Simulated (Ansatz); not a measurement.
# CH4BOSb: the cost of one run

Program: Ansatz 0.2.0. Level of theory: RKS CAM-B3LYP-D4/def2-SVP. These are calculated values, not measurements.

### Step 1. The structure to begin with

Bond lengths: B1–C2 1.560 Å, C2–O3 1.398 Å, B1–Sb4 2.144 Å, O3–Sb4 1.926 Å, B1–H5 1.244 Å, C2–H6 1.115 Å, C2–H7 1.138 Å, Sb4–H8 1.785 Å. Angles: B1–C2–O3 104.8°, B1–C2–H6 111.3°, B1–C2–H7 110.4°, O3–C2–H6 110.8°, O3–C2–H7 110.4°, H6–C2–H7 109.0°, C2–B1–Sb4 85.7°, C2–B1–H5 136.9°, Sb4–B1–H5 137.3°, C2–O3–Sb4 99.3°, B1–Sb4–O3 70.2°, B1–Sb4–H8 90.3°, O3–Sb4–H8 90.4°.

Coordinates:

```xyz
8

B    -0.3489    0.6065   -0.7013
C     0.6963    0.3429    0.4263
O     0.7964   -1.0499    0.5020
Sb   -0.4340   -1.5267   -0.9008
H    -0.9046    1.5956   -1.2104
H     0.3583    0.7698    1.3996
H     1.7013    0.7991    0.1510
H    -1.7727   -1.5944    0.2778
```

### Step 2. Relaxing end A

The input, input.yaml:

```yaml
crystal:
  periodic: [false, false, false]
  atoms:
    - { symbol: B, position_ang: [-0.3489, 0.6065, -0.7013] }
    - { symbol: C, position_ang: [0.6963, 0.3429, 0.4263] }
    - { symbol: O, position_ang: [0.7964, -1.0499, 0.502] }
    - { symbol: Sb, position_ang: [-0.434, -1.5267, -0.9008] }
    - { symbol: H, position_ang: [-0.9046, 1.5956, -1.2104] }
    - { symbol: H, position_ang: [0.3583, 0.7698, 1.3996] }
    - { symbol: H, position_ang: [1.7013, 0.7991, 0.151] }
    - { symbol: H, position_ang: [-1.7727, -1.5944, 0.2778] }
basis:
  gaussian: { orbitals: def2-SVP }
hamiltonian:
  xc: cam_b3lyp
  dispersion: d4
relax:
  f_tol: 0.02
  max_steps: 50
```

Run with:

```sh
> ansatz run input.yaml --threads 2 --pin off --max-ram 3072MiB --backend cpu --events-out ev --progress --plain --runs-dir out
```

Q: Estimate wall time and peak memory on 2 threads of Arm Neoverse V1, shared host.

About 27 s, with a peak of 0.21 GiB.
